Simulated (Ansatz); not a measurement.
# Cu5Os2RuRh8: the cost of one run

Method: DFT PBE, scalar-relativistic, plane waves, PAW, in Ansatz 0.2.0.

## (1) The structure to begin with

The cell holds 16 atoms (Cu5Os2Rh8Ru): a = 6.531 Å, b = 6.531 Å, c = 6.531 Å, α = 109.47°, β = 109.47°, γ = 109.47°.

The sites of an ideal fcc lattice, at a guessed lattice constant, take 5 Cu, 2 Os, 8 Rh, 1 Ru (sublattices apart by semicolons), with a shake of 0.02 Å. Warren-Cowley parameters of the first shell (negative: unlike neighbours preferred): Cu-Os +0.07, Cu-Rh -0.07, Cu-Ru +0.20, Os-Rh -0.17, Os-Ru +0.33, Rh-Ru -0.33. In a cell this small the draw can fall short of the order aimed at.

As a file:

```cif
data_structure
_symmetry_space_group_name_H-M 'P 1'
_symmetry_Int_Tables_number 1
_cell_length_a 6.5305
_cell_length_b 6.5305
_cell_length_c 6.5305
_cell_angle_alpha 109.471
_cell_angle_beta 109.471
_cell_angle_gamma 109.471
_cell_volume 214.40
loop_
_atom_site_label
_atom_site_type_symbol
_atom_site_fract_x
_atom_site_fract_y
_atom_site_fract_z
_atom_site_occupancy
Cu1 Cu 0.74616 0.49636 0.74888 1
Cu2 Cu 0.50248 0.75331 0.74866 1
Cu3 Cu 0.49716 0.24277 0.24871 1
Cu4 Cu 0.50041 0.49729 0.99583 1
Cu5 Cu 0.25297 0.74798 0.00022 1
Ru1 Ru 0.00038 0.25292 0.75543 1
Rh1 Rh 0.25382 0.00269 0.74735 1
Rh2 Rh 0.25052 0.24912 0.49816 1
Rh3 Rh 0.99964 0.50097 0.50151 1
Rh4 Rh 0.74968 0.99694 0.24478 1
Rh5 Rh 0.75304 0.74986 0.49728 1
Rh6 Rh 0.99997 0.99956 0.99981 1
Rh7 Rh 0.25270 0.49441 0.24955 1
Rh8 Rh 0.74828 0.24990 0.99582 1
Os1 Os 0.50288 0.99564 0.50180 1
Os2 Os 0.99432 0.75285 0.24421 1
```

## (2) Relaxation without symmetry, coarse mesh

A cheap relaxation: coarse mesh, no symmetry, loose thresholds.

input.yaml reads:

```yaml
crystal:
  lattice:
    - [-3.77040726, 3.77040726, -3.77040726]
    - [3.77040726, 3.77040726, 3.77040726]
    - [3.77040726, -3.77040726, -3.77040726]
  atoms:
    - { symbol: Cu, position: [0.7461618259, 0.4963575026, 0.7488804176] }
    - { symbol: Cu, position: [0.5024803196, 0.753308055, 0.7486568463] }
    - { symbol: Cu, position: [0.4971613356, 0.2427691257, 0.2487083808] }
    - { symbol: Cu, position: [0.5004123579, 0.4972927174, 0.9958346827] }
    - { symbol: Cu, position: [0.252965532, 0.7479842106, 0.0002177074] }
    - { symbol: Ru, position: [0.0003847735, 0.2529215434, 0.7554260057] }
    - { symbol: Rh, position: [0.2538153029, 0.0026875655, 0.7473505271] }
    - { symbol: Rh, position: [0.2505182552, 0.2491226869, 0.4981574732] }
    - { symbol: Rh, position: [0.9996355698, 0.5009741915, 0.5015081634] }
    - { symbol: Rh, position: [0.7496804325, 0.9969430152, 0.2447777401] }
    - { symbol: Rh, position: [0.7530395724, 0.7498601919, 0.4972840077] }
    - { symbol: Rh, position: [0.9999742785, 0.9995578571, 0.9998071299] }
    - { symbol: Rh, position: [0.2526985828, 0.4944076416, 0.2495525848] }
    - { symbol: Rh, position: [0.7482796099, 0.2499035787, 0.9958183651] }
    - { symbol: Os, position: [0.5028764102, 0.9956449836, 0.5018005712] }
    - { symbol: Os, position: [0.9943178435, 0.7528499264, 0.2442061029] }
  symmetry: { detect: false }
basis:
  ecutwfc: 420
kpoints:
  mp_grid: { grid: [3, 3, 3], shift: [0.0, 0.0, 0.0] }
hamiltonian:
  xc: pbe
scf:
  occupations: { method: gaussian, width: 0.1 }
  lower_state_search: "off"
output:
  forces: true
  stress: true
  eigenvalues: true
relax:
  adjacent_minimum: "off"
  f_tol: 0.04
  max_steps: 50
  cell: { stress_tol: 0.3 }
```

Command:

```bash
$ ansatz run input.yaml --threads 4 --pin off --max-ram 9216MiB --backend cpu --events-out ev --progress --plain --runs-dir out
```

**Question.** How long does this run take on 4 threads of Arm Neoverse V2, shared host, and how much memory does it need?

About 2 min, with a peak of 1.3 GiB.
